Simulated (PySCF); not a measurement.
# The bond of TlCl+, level by level

The task here is to estimate one member of a computed series from the others.

The runs use PySCF 2.14.0; Tl def2-SVP with ECP60, Cl def2-SVP, scalar-relativistic core potentials.

The first run:

Settings of the job:

| Quantity | Value |
| --- | --- |
| atoms | Tl, Cl |
| charge | 1 |
| basis | Tl def2-SVP with ECP60, Cl def2-SVP |
| Hamiltonian | scalar-relativistic core potentials |
| basis functions | 44 |
| electrons treated | 37 |
| masses in u | 204.9744, 34.9689 |
| levels | PBE0, PBE, r²SCAN, B97-3, BHandHLYP, r²SCAN0, HF, MP2, SCS-MP2, CCSD, CCSD(T) |
| grid | 80 radial by 434 angular points |
| occupations | held fixed by the projection of orbital angular momentum |
| dissociation limit | Tl+ + Cl, each in its ground configuration |
| starting distance in angstrom | 2.500 |
| values of 2S to try | 1, 3 |

On the command line:

```
$ OMP_NUM_THREADS=1 python dia.py task.json out
```

Among the steps run: The job; PBE0 along the bond; Excited determinants; PBE; r²SCAN (meta-GGA); B97-3; BHandHLYP (global hybrid GGA); r²SCAN0; UHF; Adding correlation.

One table of the session follows, with a row left open; its other results are not shown here.

Energy (eV) from each level's lowest point:

```
R (Å)    UHF  UHF-MP2  UHF-SCS-MP2  UHF-CCSD  UHF-CCSD(T)
2.757  0.393    0.263        0.286       n/a          n/a
2.885  0.219    0.123        0.139     0.134        0.125
3.014      ?        ?            ?         ?            ?
3.110  0.061    0.017        0.023     0.021        0.017
3.206  0.029    0.003        0.006     0.005        0.003
3.302  0.011    0.000        0.000     0.000        0.000
3.430  0.000    0.007        0.004     0.005        0.007
3.591  0.001    0.027        0.020     0.022        0.027
3.783  0.015    0.057        0.048     0.051        0.057
4.040  0.042    0.099        0.088       n/a          n/a
```

**Question.** Estimate the row for R (Å) = 3.014.

Worked estimate for «UHF». A straight line through the neighbours (2.885, 0.219) and (3.110, 0.061) gives 0.219 + (0.061 − 0.219) × (3.014 − 2.885) / (3.110 − 2.885) = 0.128; a parabola fitted to 4 rows on both sides gives 0.108.

As computed: UHF: 0.111; UHF-MP2: 0.047; UHF-SCS-MP2: 0.057; UHF-CCSD: 0.054; UHF-CCSD(T): 0.048. In «UHF» the line misses by +0.017 and the parabola by -0.003.

Limits of these values: The bond is weak, and basis-set superposition, which was not computed, may be a sizeable part of it.
